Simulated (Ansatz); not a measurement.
# CuSe2: further runs on the relaxed cell

This session takes CuSe2 and sets out to measure the bulk modulus from energies at several volumes.

Method: DFT PBEsol, scalar-relativistic, plane waves, PAW, in Ansatz 0.2.0.

## 1. The system as given

The structure is orthorhombic, space group Pnnm (No. 58). The conventional cell has a = 4.977 Å, b = 6.097 Å, c = 3.719 Å, α = 90.00°, β = 90.00°, γ = 90.00°. Cu (site symmetry 2/m) is surrounded by 6 Se at 2.52 Å. Se (site symmetry m) is surrounded by 1 Se at 2.36 Å and 3 Cu at 2.52 Å.

Structure file:

```
CELL_PARAMETERS angstrom
4.97659 0.00000 0.00000
0.00000 6.09665 0.00000
0.00000 0.00000 3.71879
ATOMIC_POSITIONS crystal
Cu 0.00000 0.00000 0.00000
Cu 0.50000 0.50000 0.50000
Se 0.18915 0.38293 0.00000
Se 0.81085 0.61707 0.00000
Se 0.68915 0.11707 0.50000
Se 0.31085 0.88293 0.50000
```

It is the result of an earlier relaxation at this level (volume 18.81 Å³/atom; gap on the mesh: none (metal)).

## 2. Point at V/V0 = 0.97

Contents of input.yaml:

```yaml
crystal:
  lattice:
    - [4.9263155686, 0.0, 0.0]
    - [0.0, 6.0350586742, 0.0]
    - [0.0, 0.0, 3.6812281557]
  atoms:
    - { symbol: Cu, position: [0.0, 0.0, 0.0] }
    - { symbol: Cu, position: [0.5, 0.5, 0.5] }
    - { symbol: Se, position: [0.1891510687, 0.382934548, 0.0] }
    - { symbol: Se, position: [0.8108489313, 0.617065452, 0.0] }
    - { symbol: Se, position: [0.6891510687, 0.117065452, 0.5] }
    - { symbol: Se, position: [0.3108489313, 0.882934548, 0.5] }
basis:
  ecutwfc: 420
kpoints:
  mp_grid: { grid: [8, 6, 10] }
hamiltonian:
  xc: pbesol
scf:
  occupations: { method: gaussian, width: 0.1 }
output:
  forces: true
  stress: true
  eigenvalues: true
  write_density: true
  write_potential: true
  elf: true
  volumetric_format: npy
relax:
  adjacent_minimum: "off"
  f_tol: 0.01
  max_steps: 30
  cell: { stress_tol: 0.1, fix: [volume] }
```

On the command line:

```console
> ansatz run input.yaml --threads 1 --pin off --max-ram 2560MiB --backend cpu --events-out ev --progress --plain --runs-dir out
```

## 3. The cell scaled to 1.03 of its volume

Changes to input.yaml since step 2:

```diff
@@ -2,5 +2,5 @@
   lattice:
-    - [4.9263155686, 0.0, 0.0]
-    - [0.0, 6.0350586742, 0.0]
-    - [0.0, 0.0, 3.6812281557]
+    - [5.0258639158, 0.0, 0.0]
+    - [0.0, 6.1570119084, 0.0]
+    - [0.0, 0.0, 3.7556164432]
   atoms:
@@ -24,6 +24,2 @@
   eigenvalues: true
-  write_density: true
-  write_potential: true
-  elf: true
-  volumetric_format: npy
 relax:
```

## 4. The cell scaled to 0.94 of its volume

Contents of input.yaml:

```yaml
crystal:
  lattice:
    - [4.891347008, 0.0, 0.0]
    - [0.0, 5.9785142199, 0.0]
    - [0.0, 0.0, 3.6268603922]
  atoms:
    - { symbol: Cu, position: [0.0, 0.0, 0.0] }
    - { symbol: Cu, position: [0.5, 0.5, 0.5] }
    - { symbol: Se, position: [0.189124904, 0.3814935223, 0.0] }
    - { symbol: Se, position: [0.810875096, 0.6185064777, 0.0] }
    - { symbol: Se, position: [0.689124904, 0.1185064777, 0.5] }
    - { symbol: Se, position: [0.310875096, 0.8814935223, 0.5] }
basis:
  ecutwfc: 420
kpoints:
  mp_grid: { grid: [8, 6, 10] }
hamiltonian:
  xc: pbesol
scf:
  occupations: { method: gaussian, width: 0.1 }
output:
  forces: true
  stress: true
  eigenvalues: true
relax:
  adjacent_minimum: "off"
  f_tol: 0.01
  max_steps: 30
  cell: { stress_tol: 0.1, fix: [volume] }
```

## 5. Point at V/V0 = 1.06

Contents of input.yaml:

```yaml
crystal:
  lattice:
    - [5.0604165838, 0.0, 0.0]
    - [0.0, 6.207187556, 0.0]
    - [0.0, 0.0, 3.8075836441]
  atoms:
    - { symbol: Cu, position: [0.0, 0.0, 0.0] }
    - { symbol: Cu, position: [0.5, 0.5, 0.5] }
    - { symbol: Se, position: [0.1889075989, 0.3842850439, 0.0] }
    - { symbol: Se, position: [0.8110924011, 0.6157149561, 0.0] }
    - { symbol: Se, position: [0.6889075989, 0.1157149561, 0.5] }
    - { symbol: Se, position: [0.3110924011, 0.8842850439, 0.5] }
basis:
  ecutwfc: 420
kpoints:
  mp_grid: { grid: [8, 6, 10] }
hamiltonian:
  xc: pbesol
scf:
  occupations: { method: gaussian, width: 0.1 }
output:
  forces: true
  stress: true
  eigenvalues: true
relax:
  adjacent_minimum: "off"
  f_tol: 0.01
  max_steps: 30
  cell: { stress_tol: 0.1, fix: [volume] }
```

(Steps that only read results are left out.)

**Question.** What will these runs give? Wanted: equilibrium volume of the fit; bulk modulus.

The runs gave:

```
                     quantity          value
equilibrium volume of the fit  18.80 Å³/atom
                 bulk modulus         79 GPa
      its pressure derivative            5.0
```

The fit puts the minimum at 18.80 Å³/atom with B = 79 GPa and B' = 5.0.
